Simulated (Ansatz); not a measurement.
**SnPt (P6_3/mmc): equation of state with a fit**

The task is an equation of state with a fit, for SnPt (P6_3/mmc).

Computed with the Python package of Ansatz 0.2.0. Level of theory: DFT PBEsol, plane waves, PAW.

### Step 1. The system

Symmetry: P6_3/mmc, No. 194, hexagonal system. The conventional cell has a = 4.101 Å, b = 4.101 Å, c = 5.441 Å, α = 90.00°, β = 90.00°, γ = 120.00°. Sn (site symmetry -6m2) is surrounded by 6 Pt at 2.73 Å. Pt (site symmetry -3m) has 2 Pt at 2.72 Å and 6 Sn at 2.73 Å in its first shell of neighbours.

The script holds or builds the structure itself.

### Step 2. Script

The input, eos_snpt.py:

```python
import warnings

import ansatz as az
import numpy as np

VECTORS = np.array([
    [4.1014, 0.0, 0.0],
    [-2.0507, 3.551917, 0.0],
    [0.0, 0.0, 5.4405],
])
SITES = [
    ("Sn", [1 / 3, 2 / 3, 0.25]),
    ("Sn", [2 / 3, 1 / 3, 0.75]),
    ("Pt", [0.0, 0.0, 0.0]),
    ("Pt", [0.0, 0.0, 0.5]),
]


def build(cell):
    crystal = az.Crystal(lattice=az.Lattice.of(cell))
    for symbol, position in SITES:
        crystal = crystal.atom(symbol, position)
    return crystal

warnings.simplefilter("ignore", az.DeckWarning)

volumes, energies, pressures = [], [], []
for scale in np.linspace(0.92, 1.08, 7):
    cell = VECTORS * scale ** (1 / 3)
    job = (
        build(cell).calculation()
        .functional("pbesol")
        .occupations("methfessel_paxton", width=50 * az.meV)
        .basis(500)
        .kpoints(7, 7, 4)
        .stress()
    )
    rep = job.run().report
    volumes.append(abs(np.linalg.det(cell)) / len(SITES))
    energies.append(rep["free_energy_ev"] / len(SITES))
    pressures.append(np.trace(rep["stress_gpa"]) / 3)
    print(f"V = {volumes[-1]:8.4f} A^3/atom  F = {energies[-1]:.5f} eV/atom  P = {pressures[-1]:8.3f} GPa")

x = np.array(volumes) ** (-2 / 3)
poly = np.polynomial.Polynomial.fit(x, energies, 3).convert()
roots = poly.deriv().roots()
x0 = min((r.real for r in roots if abs(r.imag) < 1e-9 and poly.deriv(2)(r.real) > 0), key=lambda r: abs(r - x.mean()))
v0 = x0 ** -1.5
b0 = 4 / 9 * poly.deriv(2)(x0) * v0 ** (-7 / 3) * 160.21766
b1 = 4 + 2 / 3 * x0 * poly.deriv(3)(x0) / poly.deriv(2)(x0)
print(f"V0 = {v0:.4f} A^3/atom, B0 = {b0:.1f} GPa, dB/dP = {b1:.2f}")
```

### Step 3. The input behind the calls

The package turns the script's settings into the engine's input (first run):

```yaml
crystal:
  lattice:
    - [3.988975811854016, 0.0, 0.0]
    - [-1.994487905927008, 3.4545547858568004, 0.0]
    - [0.0, 0.0, 5.291369509043686]
  atoms:
    - { symbol: Sn, position: [0.3333333333333333, 0.6666666666666666, 0.25] }
    - { symbol: Sn, position: [0.6666666666666666, 0.3333333333333333, 0.75] }
    - { symbol: Pt, position: [0.0, 0.0, 0.0] }
    - { symbol: Pt, position: [0.0, 0.0, 0.5] }
basis:
  ecutwfc: 500.0
kpoints:
  mp_grid:
    grid: [7, 7, 4]
hamiltonian:
  xc: pbesol
scf:
  occupations:
    method: methfessel_paxton
    width: 0.05
output:
  stress: true
```

### Step 4. Launch

Command:

```sh
$ python eos_snpt.py
```

**Question.** Estimate the equilibrium volume and the bulk modulus.

As calculated:

```
                      quantity           value
                 runs compared               7
               range of energy  87.40 meV/atom
lowest point, volume (Å³/atom)          19.814
      equilibrium volume (fit)   19.99 Å³/atom
            bulk modulus (fit)         151 GPa
```

What this shows: A third-order Birch-Murnaghan fit through the 7 points has its minimum at 19.99 Å³ an atom, 0.9 % above the typed cell, with a bulk modulus of 151 GPa and dB/dP = 5.2. From that minimum the energy rises by 88.1 meV an atom on the compressed side and 40.6 meV on the expanded side. What to keep in mind:
- Shape and fractional positions are held along the curve, so the bulk modulus is an upper value where they are free to relax.
- For a metal this k-point mesh is coarse: on a finer one energies can move by several to tens of meV an atom and pressures by half a GPa or more, differences at one mesh by less.
- Pressure is positive in compression.
- Spin-orbit coupling, which matters for elements this heavy, is left out.
